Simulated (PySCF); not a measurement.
**SrGe (triplet) at other levels of theory**

What do other methods print for SrGe (triplet)?

Method: each script names its method and basis; program: PySCF 2.14.0.

6 further runs of the same task are left out: 3 for a known fault of the program, 3 that didn't finish.

## Step 1: The starting structure

SrGe (triplet): 2 atoms, charge 0, spin multiplicity 3.

Bond lengths: Sr1–Ge2 2.870 Å.

## Step 2: Base script

Contents of input.py:

```python
from pyscf import gto, scf, mp

mol = gto.M(
    atom='Sr 0 0 0; Ge 0 0 2.87',
    basis='lanl2dz',
    ecp={'Sr': 'lanl2dz', 'Ge': 'lanl2dz'},
    charge=0,
    spin=2,
    verbose=4,
)
mf = scf.UHF(mol)
mf.kernel()
mp.MP2(mf).kernel()
mf.dip_moment()
print('orbital energies (hartree):', [e[max(0, n-3):n+3].round(4) for e, n in zip(mf.mo_energy, mol.nelec)])
```

On the command line:

```console
> OMP_NUM_THREADS=1 python input.py
```

## Step 3: Population analysis

Variant 1 changes step after the SCF: mp2 → analyze.

Changes to input.py since step 2:

```diff
@@ -1,2 +1,2 @@
-from pyscf import gto, scf, mp
+from pyscf import gto, scf
 
@@ -12,3 +12,3 @@
 mf.kernel()
-mp.MP2(mf).kernel()
+mf.mulliken_pop()
 mf.dip_moment()
```

## Step 4: Wb97 (UKS)

Variant 2 changes functional: none (Hartree–Fock) → wb97; SCF type: UHF → UKS; step after the SCF: mp2 → analyze.

Changes to input.py since step 2:

```diff
@@ -1,2 +1,2 @@
-from pyscf import gto, scf, mp
+from pyscf import gto, dft
 
@@ -10,5 +10,5 @@
 )
-mf = scf.UHF(mol)
+mf = dft.UKS(mol, xc='wb97')
 mf.kernel()
-mp.MP2(mf).kernel()
+mf.mulliken_pop()
 mf.dip_moment()
```

## Step 5: Stability test

Variant 3 changes step after the SCF: mp2 → stability.

Changes to input.py since step 2:

```diff
@@ -1,2 +1,2 @@
-from pyscf import gto, scf, mp
+from pyscf import gto, scf
 
@@ -12,3 +12,3 @@
 mf.kernel()
-mp.MP2(mf).kernel()
+mf.stability(internal=True, external=True)
 mf.dip_moment()
```

Q: Predict the outcome of this session. Wanted: for each run, E(SCF); from base; gap, α spin; SCF dipole; after the SCF.

As calculated:

| run | E(SCF) (hartree) | from base (eV) | cycles | gap, α spin (eV) | SCF dipole (D) | after the SCF |
| --- | --- | --- | --- | --- | --- | --- |
| base | -33.634077 | 0 | 17 | 5.40 | 5.87 | MP2 correlation -0.700 eV |
| population analysis | -33.634077 | 0.0000 | 17 | 5.40 | 5.87 | n/a |
| wb97 (UKS) | -34.090583 | not comparable | 14 | 5.16 | 4.85 | n/a |
| stability test | -33.634077 | 0.0000 | 17 | 5.40 | 5.87 | unstable: internal, real -> complex, UHF/UKS -> GHF/GKS |

What this shows: Total energies of different functionals can't be compared with each other; differences within one functional can.
